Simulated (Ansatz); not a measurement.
# FH3Se3Si: one species, many methods

One table from this session's results is given with a row withheld; the runs are named, their logs left out.

Computed with Ansatz 0.2.0, Gaussian basis. Level: functionals in def2-TZVPP, the program's frozen cores in correlated methods.

The runs, in order: LDA (SPW92), PBE-D4, revPBE-D4, BLYP-D4, r2SCAN-D4, B97M-V, PBE0-D4, B3LYP-D4, r2SCANh-D4, r2SCAN0-D4, HSE06-D4, BHLYP-D4, CAM-B3LYP-D4, LC-ωPBE, ωB97X-V, ωB97M-V, B2PLYP, PBE-QIDH; CCSD(T)/def2-SVP; MP2/def2-TZVPP; MP2/def2-QZVPP; RPA on PBE.

## The relaxed structure

An earlier PBE0-D4 in a triple-zeta def2 set relaxation fixed the geometry.

SMILES `F[Si]([SeH])([SeH])[SeH]`, 8 atoms, charge 0, spin multiplicity 1.

Atoms are counted from 1 here; the program's logs count them from 0.

Bond lengths: F1–Si2 1.596 Å, Si2–Se3 2.267 Å, Si2–Se4 2.268 Å, Si2–Se5 2.257 Å, Se3–H6 1.469 Å, Se4–H7 1.468 Å, Se5–H8 1.471 Å. Angles: F1–Si2–Se3 103.2°, F1–Si2–Se4 103.4°, F1–Si2–Se5 113.1°, Se3–Si2–Se4 117.9°, Se3–Si2–Se5 107.0°, Se4–Si2–Se5 112.0°, Si2–Se3–H6 91.4°, Si2–Se4–H7 91.4°, Si2–Se5–H8 93.1°.

As a file:

```
F     1.3367   -1.7454   -0.3560
Si    0.4675   -0.4575    0.0065
Se    1.5776    0.4365    1.7691
Se    0.4329    0.7174   -1.9335
Se   -1.6117   -0.9664    0.7230
H     0.6581    1.5811    1.8149
H    -0.6556    1.5698   -1.4389
H    -2.1132   -1.1926   -0.6409
```

Set-up of the first run:

Input file in.yaml:

```yaml
crystal:
  periodic: [false, false, false]
  atoms:
    - {symbol: F, position_ang: [1.336710, -1.745420, -0.356038]}
    - {symbol: Si, position_ang: [0.467451, -0.457497, 0.006458]}
    - {symbol: Se, position_ang: [1.577597, 0.436512, 1.769074]}
    - {symbol: Se, position_ang: [0.432875, 0.717407, -1.933466]}
    - {symbol: Se, position_ang: [-1.611687, -0.966424, 0.723030]}
    - {symbol: H, position_ang: [0.658117, 1.581110, 1.814925]}
    - {symbol: H, position_ang: [-0.655558, 1.569751, -1.438856]}
    - {symbol: H, position_ang: [-2.113205, -1.192640, -0.640928]}
basis:
  gaussian: {orbitals: def2-TZVPP}
hamiltonian: {xc: lda}
output: {orbitals: {seedname: orbitals}}
```

Command:

```bash
ansatz run in.yaml --threads 4 --pin off --events-out ev --progress --plain --max-ram 11315MiB
```

Steps of the session up to this table: LDA; PBE-D4 (GGA); revPBE-D4 (GGA); BLYP-D4 (GGA); r2SCAN-D4 (meta-GGA); B97M-V (meta-GGA); B3LYP-D4 (hybrid); r2SCANh-D4 (hybrid); r2SCAN0-D4 (hybrid); HSE06-D4 (hybrid); BHLYP-D4 (hybrid); CAM-B3LYP-D4 (range-separated); LC-ωPBE (range-separated); ωB97X-V (range-separated); ωB97M-V (range-separated); B2PLYP (double hybrid); PBE-QIDH (double hybrid).

One table of the session follows, with a row left open; its other results are not shown here.

It belongs to the step «Orbital energies across the functionals». 

| functional | HOMO (eV) | gap (eV) |
| --- | --- | --- |
| LDA (SPW92) | -6.27 | 4.12 |
| PBE-D4 | -6.11 | 4.17 |
| revPBE-D4 | -6.06 | 4.20 |
| BLYP-D4 | -5.93 | 4.10 |
| r2SCAN-D4 | -6.41 | 4.65 |
| B97M-V | -6.45 | 4.75 |
| PBE0-D4 | -7.26 | 6.11 |
| B3LYP-D4 | -7.01 | 5.66 |
| r2SCANh-D4 | ? | ? |
| r2SCAN0-D4 | -7.45 | 6.41 |
| HSE06-D4 | -6.87 | 5.35 |
| BHLYP-D4 | -8.23 | 8.00 |
| CAM-B3LYP-D4 | -8.51 | 8.40 |
| LC-ωPBE | -9.87 | 10.87 |
| ωB97X-V | -9.52 | 10.43 |
| ωB97M-V | -9.37 | 10.10 |

Q: Estimate the row for r2SCANh-D4 from the others.

Worked estimate for «HOMO (eV)». Against the share of exact exchange, r2SCAN-D4 (0, -6.41), r2SCAN0-D4 (0.25, -7.45) give a slope of -4.16 per unit share; at 0.1 the line stands at -6.83.

As computed: HOMO (eV): -6.82; gap (eV): 5.35. In «HOMO (eV)» the line misses by -0.01.
